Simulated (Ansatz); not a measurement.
# CH₃ClF₂SSi: geometry and vibrations

What shape does CH₃ClF₂SSi take? The plan is to relax it, check the end point by its vibrations and derive ideal-gas thermochemistry, and look at its orbitals and charge.

Computed with Ansatz 0.2.0, Gaussian basis. Level: RKS PBE0-D4/def2-TZVP.

Plan: relaxation at PBE-D4/def2-SVP; relaxation at PBE0-D4/def2-TZVP; harmonic vibrations at the same level; a single point in def2-TZVPP for the fields.

**1. Starting geometry**

SMILES `CS[Si](F)(F)Cl`, 9 atoms, charge 0, spin multiplicity 1.

Atoms are counted from 1 here; the program's logs count them from 0.

Bond lengths: C1–S2 1.857 Å, C1–H7 1.103 Å, C1–H8 1.049 Å, C1–H9 1.059 Å, S2–Si3 2.129 Å, Si3–F4 1.561 Å, Si3–F5 1.635 Å, Si3–Cl6 2.040 Å. Angles: S2–C1–H7 107.0°, S2–C1–H8 106.6°, S2–C1–H9 110.5°, H7–C1–H8 111.0°, H7–C1–H9 107.9°, H8–C1–H9 113.7°, C1–S2–Si3 102.9°, S2–Si3–F4 110.9°, S2–Si3–F5 107.5°, S2–Si3–Cl6 111.4°, F4–Si3–F5 106.0°, F4–Si3–Cl6 111.6°, F5–Si3–Cl6 109.2°.

As a file:

```
C    -0.0249   -1.6486    0.0389
S    -0.5532   -0.3019   -1.1248
Si    0.0021    1.4705   -0.0841
F    -0.6770    1.5281    1.3203
F     1.6112    1.3919    0.1958
Cl   -0.4066    3.1376   -1.1857
H    -0.5830   -1.5001    0.9789
H    -0.2879   -2.5576   -0.4142
H     1.0079   -1.5662    0.2579
```

The start is a force-field geometry with small random shifts, so a cheaper pass at PBE-D4/def2-SVP comes first.

**2. Geometry optimisation, PBE-D4/def2-SVP (cheap first pass)**

Contents of in.yaml:

```yaml
crystal:
  periodic: [false, false, false]
  atoms:
    - {symbol: C, position_ang: [-0.024900, -1.648600, 0.038900]}
    - {symbol: S, position_ang: [-0.553200, -0.301900, -1.124800]}
    - {symbol: Si, position_ang: [0.002100, 1.470500, -0.084100]}
    - {symbol: F, position_ang: [-0.677000, 1.528100, 1.320300]}
    - {symbol: F, position_ang: [1.611200, 1.391900, 0.195800]}
    - {symbol: Cl, position_ang: [-0.406600, 3.137600, -1.185700]}
    - {symbol: H, position_ang: [-0.583000, -1.500100, 0.978900]}
    - {symbol: H, position_ang: [-0.287900, -2.557600, -0.414200]}
    - {symbol: H, position_ang: [1.007900, -1.566200, 0.257900]}
basis:
  gaussian: {orbitals: def2-SVP}
hamiltonian: {xc: pbe, dispersion: d4}
relax: {f_tol: 0.03, max_steps: 200}
```

Run with:

```console
> ansatz run in.yaml --threads 4 --pin off --events-out ev --progress --plain --max-ram 10444MiB
```

Log (excerpt; [...] marks lines left out):

```text
Functional definition: PBE
  name "PBE"
  cite "Perdew, Burke & Ernzerhof, Phys. Rev. Lett. 77, 3865 (1996) doi:10.1103/PhysRevLett.77.3865"
  parent pbe
[...]
1224 factors; their error is unknown
[...]
mean field -37725.18720909 eV, -1386.3750588838 hartree, gradient 6.3e-5 eV, S^2 0.000000; 0 other end points of the search recorded, 0 dependent functions left out
[...]
reference -37725.18724147 eV, -1386.3750600736 hartree; 37, 37 occupied and 74, 74 virtual orbitals, 1224 factors
relax step   1: F+E_penalty+E_count = -37725.46060180 eV  Δ(F+E_penalty+E_count) = +0.000e0 eV  max|allowed force component| = 2.461e0 eV/Å  Δτ_max = 0.0000 Å  (28 SCF iters, accepted)
[...]
relax step   5: F+E_penalty+E_count = -37725.69857872 eV  Δ(F+E_penalty+E_count) = -6.133e-4 eV  max|allowed force component| = 1.283e-1 eV/Å  Δτ_max = 0.0164 Å  (28 SCF iters, accepted)
[...]
relax step   6: F+E_penalty+E_count = -37725.69942623 eV  Δ(F+E_penalty+E_count) = -8.475e-4 eV  max|allowed force component| = 7.239e-3 eV/Å  Δτ_max = 0.0105 Å  (28 SCF iters, accepted)
1224 factors; their error is unknown
[...]
mean field -37725.42329575 eV, -1386.3837349087 hartree, gradient 9.1e-6 eV, S^2 0.000000; 1 other end points of the search recorded, 0 dependent functions left out
[...]
reference -37725.42332775 eV, -1386.3837360846 hartree; 37, 37 occupied and 74, 74 virtual orbitals, 1224 factors
Total energy: -37725.69945823 eV, -1386.3938836925 hartree
Atom 0 at    -0.042472    -1.572330     0.045748 Å, force    -0.001065     0.003553    -0.003541 eV/Å
Atom 1 at    -0.580876    -0.299875    -1.180606 Å, force     0.003766    -0.006162     0.007195 eV/Å
Atom 2 at     0.028253     1.404510    -0.101189 Å, force    -0.000167     0.000138     0.000760 eV/Å
Atom 3 at    -0.692978     1.494944     1.352298 Å, force    -0.000659     0.001648     0.000055 eV/Å
Atom 4 at     1.616715     1.369937     0.240619 Å, force     0.000390     0.002103    -0.001096 eV/Å
Atom 5 at    -0.406238     3.079231    -1.189035 Å, force    -0.000187    -0.001275    -0.000532 eV/Å
Atom 6 at    -0.585821    -1.451700     1.001597 Å, force     0.002080    -0.003283    -0.003303 eV/Å
Atom 7 at    -0.297601    -2.551779    -0.399409 Å, force     0.000735     0.007239     0.000834 eV/Å
Atom 8 at     1.049618    -1.519237     0.212976 Å, force    -0.004892    -0.003960    -0.000371 eV/Å
Dipole moment:    -0.008072    -0.410005     0.022187 e Å
```

Run time: 9.5 s. Hardware: 4 threads of Arm Neoverse V1, shared host.

Along the way:

```csv
step,energy from step 1 (eV),largest force component (eV/Å)
1,0.0000,2.4608
2,-0.1564,1.5269
3,-0.2282,0.6714
4,-0.2374,0.1665
5,-0.2380,0.1283
6,-0.2388,0.0072
```

Distances of close pairs at the start and the end, largest changes first:

```csv
bond,before (Å),after (Å),change (Å)
Si3–F4,1.561,1.625,+0.064
C1–H8,1.049,1.106,+0.057
C1–H9,1.059,1.106,+0.047
S2–Si3,2.129,2.107,-0.022
Si3–F5,1.635,1.625,-0.010
C1–S2,1.857,1.847,-0.009
Si3–Cl6,2.040,2.044,+0.004
C1–H7,1.103,1.106,+0.003
```

**3. Relaxation at PBE0-D4/def2-TZVP**

Contents of in.yaml:

```yaml
crystal:
  periodic: [false, false, false]
  atoms:
    - {symbol: C, position_ang: [-0.042472, -1.572330, 0.045748]}
    - {symbol: S, position_ang: [-0.580876, -0.299875, -1.180606]}
    - {symbol: Si, position_ang: [0.028253, 1.404510, -0.101189]}
    - {symbol: F, position_ang: [-0.692978, 1.494944, 1.352298]}
    - {symbol: F, position_ang: [1.616715, 1.369937, 0.240619]}
    - {symbol: Cl, position_ang: [-0.406238, 3.079231, -1.189035]}
    - {symbol: H, position_ang: [-0.585821, -1.451700, 1.001597]}
    - {symbol: H, position_ang: [-0.297601, -2.551779, -0.399409]}
    - {symbol: H, position_ang: [1.049618, -1.519237, 0.212976]}
basis:
  gaussian: {orbitals: def2-TZVP}
hamiltonian: {xc: pbe0, dispersion: d4}
relax: {f_tol: 0.005, max_steps: 150}
```

Same command.

Log:

```text
Functional definition: PBE0
  name "PBE0"
  cite "Adamo & Barone, J. Chem. Phys. 110, 6158 (1999) doi:10.1063/1.478522"
  cite "Perdew, Burke & Ernzerhof, Phys. Rev. Lett. 77, 3865 (1996) doi:10.1103/PhysRevLett.77.3865"
  parent pbe
  parameter a = 0.25
  parameter kappa = 0.804
  parameter beta = 0.06672455060314922
  exchange = (1 - a)*pbe_x(kappa = kappa, mu = beta*pi^2/3) + a*exact_x
  correlation = pbe_c(beta = beta)
1431 factors; their error is unknown
mean field evaluation 1: about -37741.8596 eV, gradient 5.7e1 eV
mean field evaluation 2: about -37736.1314 eV, gradient 8.1e1 eV
mean field evaluation 4: about -37747.4473 eV, gradient 2.3e0 eV
mean field evaluation 8: about -37747.5683 eV, gradient 5.1e-2 eV
mean field evaluation 16: about -37747.5683 eV, gradient 3.4e-5 eV
mean field -37747.56834099 eV, -1387.1975503104 hartree, gradient 3.4e-5 eV, S^2 0.000000; 0 other end points of the search recorded, 0 dependent functions left out
the calculation of the forces begins
reference -37747.56836939 eV, -1387.1975513542 hartree; 37, 37 occupied and 185, 185 virtual orbitals, 1431 factors
relax step   1: F+E_penalty+E_count = -37747.80308065 eV  Δ(F+E_penalty+E_count) = +0.000e0 eV  max|allowed force component| = 1.442e0 eV/Å  Δτ_max = 0.0000 Å  (28 SCF iters, accepted)
these checks for a lower state are left out or cut short: starts, cluster_reference, orbital_swaps, neighbouring_geometries, increment
1431 factors; their error is unknown
mean field -37747.64485847 eV, -1387.2003622763 hartree, gradient 1.1e-5 eV, S^2 0.000000; 0 other end points of the search recorded, 0 dependent functions left out
the calculation of the forces begins
reference -37747.64488678 eV, -1387.2003633164 hartree; 37, 37 occupied and 185, 185 virtual orbitals, 1431 factors
relax step   2: F+E_penalty+E_count = -37747.88096907 eV  Δ(F+E_penalty+E_count) = -7.789e-2 eV  max|allowed force component| = 9.828e-1 eV/Å  Δτ_max = 0.0378 Å  (31 SCF iters, accepted)
these checks for a lower state are left out or cut short: starts, cluster_reference, orbital_swaps, neighbouring_geometries, increment
1431 factors; their error is unknown
mean field -37747.66744060 eV, -1387.2011921540 hartree, gradient 1.1e-5 eV, S^2 0.000000; 0 other end points of the search recorded, 0 dependent functions left out
the calculation of the forces begins
reference -37747.66746891 eV, -1387.2011931943 hartree; 37, 37 occupied and 185, 185 virtual orbitals, 1431 factors
relax step   3: F+E_penalty+E_count = -37747.90463972 eV  Δ(F+E_penalty+E_count) = -2.367e-2 eV  max|allowed force component| = 1.582e-1 eV/Å  Δτ_max = 0.0319 Å  (31 SCF iters, accepted)
these checks for a lower state are left out or cut short: starts, cluster_reference, orbital_swaps, neighbouring_geometries, increment
1431 factors; their error is unknown
mean field evaluation 32: about -37747.5603 eV, gradient 3.7e-3 eV
mean field -37747.66899818 eV, -1387.2012493940 hartree, gradient 1.1e-5 eV, S^2 0.000000; 0 other end points of the search recorded, 0 dependent functions left out
the calculation of the forces begins
reference -37747.66902652 eV, -1387.2012504354 hartree; 37, 37 occupied and 185, 185 virtual orbitals, 1431 factors
relax step   4: F+E_penalty+E_count = -37747.90577735 eV  Δ(F+E_penalty+E_count) = -1.138e-3 eV  max|allowed force component| = 2.915e-2 eV/Å  Δτ_max = 0.0205 Å  (31 SCF iters, accepted)
these checks for a lower state are left out or cut short: starts, cluster_reference, orbital_swaps, neighbouring_geometries, increment
1431 factors; their error is unknown
mean field -37747.66928097 eV, -1387.2012597863 hartree, gradient 1.1e-5 eV, S^2 0.000000; 0 other end points of the search recorded, 0 dependent functions left out
the calculation of the forces begins
reference -37747.66930931 eV, -1387.2012608280 hartree; 37, 37 occupied and 185, 185 virtual orbitals, 1431 factors
relax step   5: F+E_penalty+E_count = -37747.90597615 eV  Δ(F+E_penalty+E_count) = -1.988e-4 eV  max|allowed force component| = 2.264e-2 eV/Å  Δτ_max = 0.0042 Å  (32 SCF iters, accepted)
these checks for a lower state are left out or cut short: starts, cluster_reference, orbital_swaps, neighbouring_geometries, increment
1431 factors; their error is unknown
mean field -37747.66930996 eV, -1387.2012608517 hartree, gradient 1.1e-5 eV, S^2 0.000000; 0 other end points of the search recorded, 0 dependent functions left out
the calculation of the forces begins
reference -37747.66933830 eV, -1387.2012618933 hartree; 37, 37 occupied and 185, 185 virtual orbitals, 1431 factors
relax step   6: F+E_penalty+E_count = -37747.90602601 eV  Δ(F+E_penalty+E_count) = -4.986e-5 eV  max|allowed force component| = 8.581e-3 eV/Å  Δτ_max = 0.0043 Å  (32 SCF iters, accepted)
these checks for a lower state are left out or cut short: starts, cluster_reference, orbital_swaps, neighbouring_geometries, increment
1431 factors; their error is unknown
mean field -37747.66934692 eV, -1387.2012622102 hartree, gradient 1.1e-5 eV, S^2 0.000000; 0 other end points of the search recorded, 0 dependent functions left out
the calculation of the forces begins
reference -37747.66937527 eV, -1387.2012632518 hartree; 37, 37 occupied and 185, 185 virtual orbitals, 1431 factors
relax step   7: F+E_penalty+E_count = -37747.90604398 eV  Δ(F+E_penalty+E_count) = -1.797e-5 eV  max|allowed force component| = 2.588e-3 eV/Å  Δτ_max = 0.0024 Å  (33 SCF iters, accepted)
1431 factors; their error is unknown
mean field evaluation 64: about -37747.5520 eV, gradient 2.1e0 eV
mean field -37747.66934692 eV, -1387.2012622102 hartree, gradient 2.0e-5 eV, S^2 0.000000; 1 other end points of the search recorded, 0 dependent functions left out
the calculation of the forces begins
reference -37747.66937527 eV, -1387.2012632518 hartree; 37, 37 occupied and 185, 185 virtual orbitals, 1431 factors
Total energy: -37747.90607232 eV, -1387.2099617082 hartree
Atom 0 at    -0.041459    -1.563913     0.047970 Å, force     0.000174     0.000185     0.000164 eV/Å
Atom 1 at    -0.561642    -0.296074    -1.154864 Å, force     0.001114     0.001295     0.001722 eV/Å
Atom 2 at     0.032225     1.396895    -0.095244 Å, force    -0.000032    -0.002588     0.000003 eV/Å
Atom 3 at    -0.672659     1.490659     1.317462 Å, force    -0.000641     0.000053    -0.000056 eV/Å
Atom 4 at     1.579138     1.378299     0.233627 Å, force     0.000382     0.000306    -0.000630 eV/Å
Atom 5 at    -0.402220     3.048043    -1.168366 Å, force    -0.000244     0.001121    -0.000306 eV/Å
Atom 6 at    -0.577556    -1.451502     0.988654 Å, force    -0.000208     0.000402    -0.000673 eV/Å
Atom 7 at    -0.301104    -2.522390    -0.399023 Å, force    -0.000172    -0.001007     0.000233 eV/Å
Atom 8 at     1.033877    -1.526316     0.212783 Å, force    -0.000374     0.000232    -0.000458 eV/Å
Dipole moment:    -0.008178    -0.435775     0.026130 e Å
```

Run time: 37 s. Hardware: 4 threads of Arm Neoverse V1, shared host; peak memory 0.7 GiB.

Along the way:

```csv
step,energy from step 1 (eV),largest force component (eV/Å)
1,0.0000,1.4415
2,-0.0779,0.9828
3,-0.1016,0.1582
4,-0.1027,0.0292
5,-0.1029,0.0226
6,-0.1029,0.0086
7,-0.1030,0.0026
```

Close pairs (by a distance rule), those that changed most:

```csv
bond,before (Å),after (Å),change (Å)
Si3–F5,1.625,1.582,-0.044
Si3–F4,1.625,1.582,-0.044
Si3–Cl6,2.044,2.017,-0.027
C1–S2,1.847,1.823,-0.024
S2–Si3,2.107,2.084,-0.024
C1–H9,1.106,1.089,-0.018
C1–H7,1.106,1.089,-0.018
C1–H8,1.106,1.089,-0.017
```

Mulliken charges of the relaxed molecule (report file):

```csv
atom,value (e)
C1,-0.36
S2,-0.16
Si3,0.77
F4,-0.27
F5,-0.27
Cl6,-0.18
H7,0.16
H8,0.16
H9,0.16
```

**4. Force constants and modes**

Contents of in.yaml:

```yaml
crystal:
  periodic: [false, false, false]
  atoms:
    - {symbol: C, position_ang: [-0.041459, -1.563913, 0.047970]}
    - {symbol: S, position_ang: [-0.561642, -0.296074, -1.154864]}
    - {symbol: Si, position_ang: [0.032225, 1.396895, -0.095244]}
    - {symbol: F, position_ang: [-0.672659, 1.490659, 1.317462]}
    - {symbol: F, position_ang: [1.579138, 1.378299, 0.233627]}
    - {symbol: Cl, position_ang: [-0.402220, 3.048043, -1.168366]}
    - {symbol: H, position_ang: [-0.577556, -1.451502, 0.988654]}
    - {symbol: H, position_ang: [-0.301104, -2.522390, -0.399023]}
    - {symbol: H, position_ang: [1.033877, -1.526316, 0.212783]}
basis:
  gaussian: {orbitals: def2-TZVP}
hamiltonian: {xc: pbe0, dispersion: d4}
phonons: {temperatures: {t_min: 298.15, t_max: 900, t_step: 200}}
```

Same command.

Log (excerpt; [...] marks lines left out):

```text
Functional definition: PBE0
  name "PBE0"
  cite "Adamo & Barone, J. Chem. Phys. 110, 6158 (1999) doi:10.1063/1.478522"
  cite "Perdew, Burke & Ernzerhof, Phys. Rev. Lett. 77, 3865 (1996) doi:10.1103/PhysRevLett.77.3865"
  parent pbe
[...]
1431 factors; their error is unknown
[...]
mean field -37747.66934802 eV, -1387.2012622506 hartree, gradient 2.0e-5 eV, S^2 0.000000; 0 other end points of the search recorded, 0 dependent functions left out
[...]
reference -37747.66937635 eV, -1387.2012632917 hartree; 37, 37 occupied and 185, 185 virtual orbitals, 1431 factors
[...]
1431 factors; their error is unknown
mean field -37747.66918300 eV, -1387.2012561861 hartree, gradient 2.3e-6 eV, S^2 0.000000; 0 other end points of the search recorded, 0 dependent functions left out
[...]
reference -37747.66921133 eV, -1387.2012572272 hartree; 37, 37 occupied and 185, 185 virtual orbitals, 1431 factors
[...]
Atom 1 at    -0.561642    -0.296074    -1.154864 Å, force     0.001108     0.001291     0.001705 eV/Å
Atom 2 at     0.032225     1.396895    -0.095244 Å, force    -0.000044    -0.002569     0.000003 eV/Å
Atom 3 at    -0.672659     1.490659     1.317462 Å, force    -0.000647     0.000051    -0.000051 eV/Å
Atom 4 at     1.579138     1.378299     0.233627 Å, force     0.000401     0.000302    -0.000630 eV/Å
Atom 5 at    -0.402220     3.048043    -1.168366 Å, force    -0.000242     0.001115    -0.000303 eV/Å
Atom 6 at    -0.577556    -1.451502     0.988654 Å, force    -0.000214     0.000403    -0.000667 eV/Å
Atom 7 at    -0.301104    -2.522390    -0.399023 Å, force    -0.000169    -0.001006     0.000234 eV/Å
Atom 8 at     1.033877    -1.526316     0.212783 Å, force    -0.000385     0.000227    -0.000464 eV/Å
Dipole moment:    -0.008177    -0.435775     0.026131 e Å
Vibrations: 50.65 111.68 112.09 195.07 196.36 267.10 317.31 324.49 512.52 643.12 715.96 902.40 951.31 977.08 989.01 1351.50 1469.40 1476.46 3076.37 3173.54 3175.74 cm⁻¹, zero-point energy 1.301162 eV
```

It took 2.7 min on 4 threads of Arm Neoverse V1, shared host; peak memory 0.7 GiB.

Motions are named by where the mode's potential energy lies. Wavenumbers, unscaled:

```csv
mode,cm⁻¹,motion
1,51,torsion
2,112,torsion
3,112,bend
4,195,bend
5,196,bend
6,267,bend with torsion
7,317,bend with torsion
8,324,bend
9,513,Si–S and Si–Cl stretch
10,643,Si–Cl and Si–S stretch
11,716,C–S stretch
12,902,Si–F stretch
13,951,Si–F stretch
14,977,bend
15,989,bend
16,1352,bend
17,1469,bend
18,1476,bend
19,3076,C–H stretch
20,3174,C–H stretch
21,3176,C–H stretch
```

Ideal gas, rigid rotor and harmonic oscillator at 298.15 K and 1 bar, with symmetry number 1:

```csv
term,value
zero-point energy,125.5 kJ/mol
H(298) − E,149.4 kJ/mol
"entropy, translation",171.2 J/(mol K)
"entropy, rotation",120.1 J/(mol K)
"entropy, vibration",90.5 J/(mol K)
"entropy, total",381.8 J/(mol K)
```

**5. Orbitals, density and potential**

in.yaml, as its differences from that of step 4:

```diff
@@ -13,4 +13,4 @@
 basis:
-  gaussian: {orbitals: def2-TZVP}
+  gaussian: {orbitals: def2-TZVPP}
 hamiltonian: {xc: pbe0, dispersion: d4}
-phonons: {temperatures: {t_min: 298.15, t_max: 900, t_step: 200}}
+output: {orbitals: {seedname: orbitals}}
```

The command is unchanged.

Log:

```text
Functional definition: PBE0
  name "PBE0"
  cite "Adamo & Barone, J. Chem. Phys. 110, 6158 (1999) doi:10.1063/1.478522"
  cite "Perdew, Burke & Ernzerhof, Phys. Rev. Lett. 77, 3865 (1996) doi:10.1103/PhysRevLett.77.3865"
  parent pbe
  parameter a = 0.25
  parameter kappa = 0.804
  parameter beta = 0.06672455060314922
  exchange = (1 - a)*pbe_x(kappa = kappa, mu = beta*pi^2/3) + a*exact_x
  correlation = pbe_c(beta = beta)
1600 factors; their error is unknown
mean field evaluation 1: about -37741.9342 eV, gradient 5.7e1 eV
mean field evaluation 2: about -37736.9494 eV, gradient 7.9e1 eV
mean field evaluation 4: about -37747.6235 eV, gradient 2.1e0 eV
mean field evaluation 8: about -37747.7046 eV, gradient 5.6e-2 eV
mean field -37747.70460080 eV, -1387.2025577661 hartree, gradient 6.7e-5 eV, S^2 0.000000; 0 other end points of the search recorded, 0 dependent functions left out
reference -37747.70462943 eV, -1387.2025588183 hartree; 37, 37 occupied and 224, 224 virtual orbitals, 1600 factors
Total energy: -37747.94132650 eV, -1387.2112572752 hartree
```

It took 4.1 s on 4 threads of Arm Neoverse V1, shared host; peak memory 0.83 GiB.

Orbitals, density, ELF and potential are computed afterwards from the orbital file.

Frontier orbitals at PBE0-D4/def2-TZVPP, with the share of their density that lies nearest to each atom:

```csv
orbital,energy (eV),lies on
HOMO-1,-9.49,S2 55 %; Si3 12 %; Cl6 11 %
HOMO,-7.77,S2 79 %
LUMO,-0.19,S2 34 %; C1 15 %; Si3 13 %
```

ELF in a plane through or near 5 of the atoms.

Ten even steps from '0' (0.00) to '9' (1.00):
```
0000000000000000000000000000
0000000000000000000000000000
0000000000000000000000000000
0000000000000000000000000000
0000000000000000000000000000
0000000000000000000000000000
0000000000000000121000000000
0000110001111001454100000000
0001332110001002665210000000
0014676641761323533544100000
0026888881654756544999610000
0037843386139637859999920000
0036838477268233858999920000
0025841385146173623899600000
0003788874026536620144100000
0001467762015899720000000000
0000134420003687510000000000
0000011110002465310000000000
0000000000000111000000000000
0000000000000000000000000000
```
The map spans 11.5 Å across and 7.8 Å up, centred on the molecule. Atoms in the plane (x, y in Å): C1 (1.6, -0.1), S2 (0.2, -1.3), Si3 (-1.4, 0.0), Cl6 (-3.1, -1.0), H8 (2.5, -0.7).

On the surface of density 0.002 e/bohr³ the electrostatic potential runs, from the 1st to the 99th percentile, from -0.63 V near F4 to 1.31 V near H8.

**6. Summary of results**

```
                  quantity            value
               point group               Cs
                     steps            6 + 7
shift from the start (rms)          0.063 Å
              total energy   -37747.9061 eV
           dispersion term         -237 meV
             dipole moment           2.10 D
lowest, highest wavenumber    51, 3176 cm⁻¹
         zero-point energy     125.5 kJ/mol
       entropy at 298.15 K  381.8 J/(mol K)
                HOMO, LUMO  -7.77, -0.19 eV
```

The relaxed geometry lies 0.06 Å (rms) from the start; the bond that changed most is Si3–F5, from 1.635 to 1.582 Å. All wavenumbers are real, so the end point is a minimum. The stiffest mode, 3176 cm⁻¹, is a C–H stretch, and 5 modes under 200 cm⁻¹ make the vibrational entropy uncertain. Harmonic hybrid wavenumbers usually lie a few per cent above measured fundamentals. The largest Mulliken charge, +0.77 e, sits on Si3. The HOMO lies mostly on S2 79 % and the LUMO on S2 34 %; C1 15 %.
